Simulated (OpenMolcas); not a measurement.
# CCSD(T)/pcseg-1 run of GeH3Cl (chlorogermane)

Aim: the energy change on altering one bond length of GeH3Cl (chlorogermane) at CCSD(T)/pcseg-1, from 2 runs. 

The calculation is run with OpenMolcas 26.06.

### 1 The molecule

GeH3Cl has 5 atoms, charge 0, and is taken as a singlet. As SMILES, `[Cl][GeH3]`. The coordinates come from a PBE0-D4/def2-TZVP relaxation.

Bond lengths: Cl1–Ge2 2.155 Å, Ge2–H3 1.532 Å, Ge2–H4 1.532 Å, Ge2–H5 1.532 Å. Angles: Cl1–Ge2–H3 107.1°, Cl1–Ge2–H4 107.1°, Cl1–Ge2–H5 107.1°, H3–Ge2–H4 111.7°, H3–Ge2–H5 111.7°, H4–Ge2–H5 111.7°.

### 2 The energy at CCSD(T)/pcseg-1

The input, mol.xyz:

```xyz
5

Cl    -1.875800    -0.025100     0.641300
Ge     0.161800    -0.013900    -0.060600
H      0.160400     0.656200    -1.438100
H      0.619000    -1.473700    -0.140600
H      0.984500     0.782900     0.956700
```

The input, job.inp:

```
&GATEWAY
 BasLib=$CurrDir
 Coord=mol.xyz
 Basis=pcseg-1
 Group=NoSym

&SEWARD

&SCF
 PrOrbitals=1 1

&RASSCF
 FileOrb=$Project.ScfOrb
 Spin=1
 Nactel=0 0 0
 Inactive=26
 Ras2=0
 OutOrbitals=Canonical
 OrbListing=Nothing

&MOTRA
 JobIph
 Frozen=14

&CCSDT
 CCT
 Triples=2
 Iterations=50
 Extrapolation=5 4
```

The basis set pcseg-1 is read from a file made from the Basis Set Exchange's data (not shown).

Run with:

```sh
$ export MOLCAS_MEM=1860
$ pymolcas job.inp > job.log
```

What it wrote:

```text
--- Start Module: gateway ---
[...]
--- Stop Module: gateway /rc=_RC_ALL_IS_WELL_ ---
[...]
      Basis functions           60
[...]
       Convergence after   9 Iterations
[...]
::    Total SCF energy                              -2536.3360776955
[...]
      Total spin, S                                     0.0000000000
[...]
      Number of active orbitals                  0
[...]
      Spin quantum number                      0.0
[...]
      Active orbitals                            0
[...]
      Number of CSFs                             1
[...]
      Number of root(s) required                 1
[...]
      Convergence after  4 iterations
[...]
      Natural orbitals and occupation numbers for root  1
      ************************************************************************************************************************
      *                                                    Final results                                                     *
      ************************************************************************************************************************
[...]
::    RASSCF root number  1 Total energy:  -2536.33607770
[...]
      Total electronic charge=   52.000000
      Total            charge=   -0.000000
[...]
      Dipole Moment (debye):
      Origin of the operator (angstrom)=   -0.4634   -0.0173    0.1548
                   X=  2.3102E+00               Y=  1.2602E-02               Z= -7.9604E-01           Total=  2.4435E+00
      Quadrupole Moment (debye*angstrom):
[...]
--- Start Module: motra ---
[...]
      *** WARNING: Default frozen orbitals is overwritten by user input.
      *** Default values:  19
[...]
--- Stop Module: motra /rc=_RC_ALL_IS_WELL_ ---
--- Start Module: ccsdt ---
[...]
      Convergence after                    12  Iterations
      Total energy (diff) :   -2536.61016587      -0.00000007
[...]
 METHOD                       : CCSD+T(CCSD)+<T3(1)WT1> = CCSD(T)
[...]
       CCSD     =     -2536.6101658715502
[...]
--- Stop Module: ccsdt /rc=_RC_ALL_IS_WELL_ ---
[...]
```

It took 8.7 s on 1 thread of Arm Neoverse V1, shared host; peak memory 0.39 GiB.

### 3 The distorted shape at the same level

The input, mol.xyz:

```xyz
5

Cl    -1.875450    -0.192623     0.985672
Ge     0.162150    -0.181423     0.283772
H      0.160400     0.656200    -1.438100
H      0.619350    -1.641223     0.203772
H      0.984850     0.615377     1.301072
```

The input, job.inp:

```
&GATEWAY
BasLib=$CurrDir
Coord=mol.xyz
Basis=pcseg-1
Group=NoSym
&SEWARD
&SCF
PrOrbitals=1 1
&RASSCF
FileOrb=$Project.ScfOrb
Spin=1
Nactel=0 0 0
Inactive=26
Ras2=0
OutOrbitals=Canonical
OrbListing=Nothing
&MOTRA
JobIph
Frozen=14
&CCSDT
CCT
Triples=2
Iterations=50
Extrapolation=5 4
```

The basis set pcseg-1 is read from a file made from the Basis Set Exchange's data (not shown).

Run with:

```sh
$ export MOLCAS_MEM=1860
$ pymolcas job.inp > job.log
```

What it wrote:

```text
--- Start Module: gateway ---
[...]
--- Stop Module: gateway /rc=_RC_ALL_IS_WELL_ ---
[...]
      Basis functions           60
[...]
       Convergence after   9 Iterations
[...]
::    Total SCF energy                              -2536.3034149445
[...]
      Total spin, S                                     0.0000000000
[...]
      Number of active orbitals                  0
[...]
      Spin quantum number                      0.0
[...]
      Active orbitals                            0
[...]
      Number of CSFs                             1
[...]
      Number of root(s) required                 1
[...]
      Convergence after  4 iterations
[...]
      Natural orbitals and occupation numbers for root  1
      ************************************************************************************************************************
      *                                                    Final results                                                     *
      ************************************************************************************************************************
[...]
::    RASSCF root number  1 Total energy:  -2536.30341494
[...]
      Total electronic charge=   52.000000
      Total            charge=   -0.000000
[...]
      Dipole Moment (debye):
      Origin of the operator (angstrom)=   -0.4630   -0.1834    0.4960
                   X=  2.2139E+00               Y= -2.7849E-01               Z= -1.6531E-01           Total=  2.2375E+00
      Quadrupole Moment (debye*angstrom):
[...]
--- Start Module: motra ---
[...]
      *** WARNING: Default frozen orbitals is overwritten by user input.
      *** Default values:  19
[...]
--- Stop Module: motra /rc=_RC_ALL_IS_WELL_ ---
--- Start Module: ccsdt ---
[...]
      Convergence after                    13  Iterations
      Total energy (diff) :   -2536.58134496      -0.00000005
[...]
 METHOD                       : CCSD+T(CCSD)+<T3(1)WT1> = CCSD(T)
[...]
       CCSD     =     -2536.5813449619027
[...]
--- Stop Module: ccsdt /rc=_RC_ALL_IS_WELL_ ---
[...]
```

Wall time 9 s (1 thread of Arm Neoverse V1, shared host); peak memory 0.39 GiB.

### 4 Summary of results

Level: CCSD(T)/pcseg-1, 14 core orbitals frozen.

```
                                                          quantity           value
                                         first shape: total energy  -2536.61621 Eh
                   first shape: dipole moment (mean-field density)          2.44 D
                  first shape: HOMO energy (Hartree–Fock orbitals)       -12.13 eV
                  first shape: LUMO energy (Hartree–Fock orbitals)         2.92 eV
                first shape: HOMO–LUMO gap (Hartree–Fock orbitals)        15.05 eV
         first shape: correlation energy (14 core orbitals frozen)      -280.1 mEh
                                       first shape: (T) correction       -6.05 mEh
                                     distorted shape: total energy  -2536.58794 Eh
               distorted shape: dipole moment (mean-field density)          2.24 D
              distorted shape: HOMO energy (Hartree–Fock orbitals)       -11.58 eV
              distorted shape: LUMO energy (Hartree–Fock orbitals)         2.47 eV
            distorted shape: HOMO–LUMO gap (Hartree–Fock orbitals)        14.05 eV
     distorted shape: correlation energy (14 core orbitals frozen)      -284.5 mEh
                                   distorted shape: (T) correction       -6.60 mEh
energy change with the Ge2–H3 bond stretched from 1.532 to 1.915 Å        0.769 eV
```

With the Ge2–H3 bond stretched from 1.532 to 1.915 Å the energy rises by 0.77 eV (17.7 kcal/mol). The first shape isn't relaxed at this level, so the change isn't measured from a minimum. Mulliken charges (first shape) of the mean-field density run from -0.35 on Cl1 to +0.30 on Ge2; they depend strongly on the basis. The triples (first shape) make up 2.2 % of the correlation energy. The triples (distorted shape) make up 2.3 % of the correlation energy.
